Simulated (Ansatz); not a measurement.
# CH4FGeS radical: one species, many methods

An exercise on one series of results from a longer session: the logs are not shown, and one member is left open.

The runs use Ansatz 0.2.0, Gaussian basis; functionals in def2-TZVPP, the program's frozen cores in correlated methods.

Levels to be run: LDA (SPW92), PBE-D4, revPBE-D4, BLYP-D4, r2SCAN-D4, B97M-V, PBE0-D4, B3LYP-D4, r2SCANh-D4, r2SCAN0-D4, HSE06-D4, BHLYP-D4, CAM-B3LYP-D4, LC-ωPBE, ωB97X-V, ωB97M-V, B2PLYP, PBE-QIDH; CCSD(T)/def2-SVP; CCSD(T)/def2-TZVPP; MP2/def2-QZVPP; extrapolation to the limit; RPA on PBE.

## The relaxed structure

An earlier PBE0-D4 in a triple-zeta def2 set relaxation fixed the geometry.

SMILES `[CH3][Ge]([F])[SH]`, 8 atoms, charge 0, spin multiplicity 2.

Atoms are counted from 1 here; the program's logs count them from 0.

Bond lengths: C1–Ge2 1.960 Å, C1–H5 1.090 Å, C1–H6 1.092 Å, C1–H7 1.089 Å, Ge2–F3 1.755 Å, Ge2–S4 2.229 Å, S4–H8 1.343 Å. Angles: Ge2–C1–H5 109.8°, Ge2–C1–H6 107.7°, Ge2–C1–H7 109.7°, H5–C1–H6 110.1°, H5–C1–H7 109.8°, H6–C1–H7 109.7°, C1–Ge2–F3 105.9°, C1–Ge2–S4 108.3°, F3–Ge2–S4 107.3°, Ge2–S4–H8 93.5°.

The first run:

in.yaml

```yaml
crystal:
  periodic: [false, false, false]
  atoms:
    - {symbol: C, position_ang: [-0.130243, 1.168152, -0.598014]}
    - {symbol: Ge, position_ang: [0.545877, -0.635562, -0.236806]}
    - {symbol: F, position_ang: [1.801634, -0.444551, 0.974449]}
    - {symbol: S, position_ang: [-1.094835, -1.824949, 0.692504]}
    - {symbol: H, position_ang: [-1.007914, 1.110541, -1.241883]}
    - {symbol: H, position_ang: [-0.395923, 1.621674, 0.358797]}
    - {symbol: H, position_ang: [0.644463, 1.760981, -1.082776]}
    - {symbol: H, position_ang: [-0.270960, -2.813384, 1.077929]}
basis:
  gaussian: {orbitals: def2-TZVPP}
magnetization: {spin_polarized: true, initial_magnetization: 1}
hamiltonian: {xc: lda}
output: {orbitals: {seedname: orbitals}}
```

Among the steps run: LDA; PBE-D4 (GGA); revPBE-D4 (GGA); BLYP-D4 (GGA); r2SCAN-D4 (meta-GGA); B97M-V (meta-GGA); PBE0-D4 (hybrid); B3LYP-D4 (hybrid); r2SCANh-D4 (hybrid); r2SCAN0-D4 (hybrid); HSE06-D4 (hybrid); BHLYP-D4 (hybrid); CAM-B3LYP-D4 (range-separated); LC-ωPBE-D4 (range-separated; the results give it without D4); ωB97X-V (range-separated); ωB97M-V (range-separated); B2PLYP (double hybrid); PBE-QIDH (double hybrid).

One of the session's tables, all rows but one given; the rest of the session is left out.

It belongs to the step «Frontier levels by functional». 

| functional | HOMO (eV) | LUMO (eV) | gap (eV) |
| --- | --- | --- | --- |
| LDA (SPW92) | -5.21 | -4.39 | 0.82 |
| PBE-D4 | ? | ? | ? |
| revPBE-D4 | -5.12 | -3.89 | 1.23 |
| BLYP-D4 | -4.97 | -4.05 | 0.92 |
| r2SCAN-D4 | -5.54 | -3.71 | 1.82 |
| B97M-V | -5.39 | -4.09 | 1.30 |
| PBE0-D4 | -6.34 | -3.16 | 3.18 |
| B3LYP-D4 | -6.07 | -3.55 | 2.52 |
| r2SCANh-D4 | -5.97 | -3.40 | 2.57 |
| r2SCAN0-D4 | -6.61 | -2.92 | 3.69 |
| HSE06-D4 | -5.95 | -3.53 | 2.42 |
| BHLYP-D4 | -7.35 | -2.37 | 4.98 |
| CAM-B3LYP-D4 | -7.57 | -2.28 | 5.29 |
| LC-ωPBE | -8.96 | -0.89 | 8.07 |
| ωB97X-V | -8.48 | -1.30 | 7.18 |
| ωB97M-V | -8.30 | -1.37 | 6.92 |

**Question.** Estimate the row for PBE-D4.

As computed: HOMO (eV): -5.16; LUMO (eV): -4.03; gap (eV): 1.13. In the column «HOMO (eV)» it lies between LDA (SPW92) (-5.21) and revPBE-D4 (-5.12).
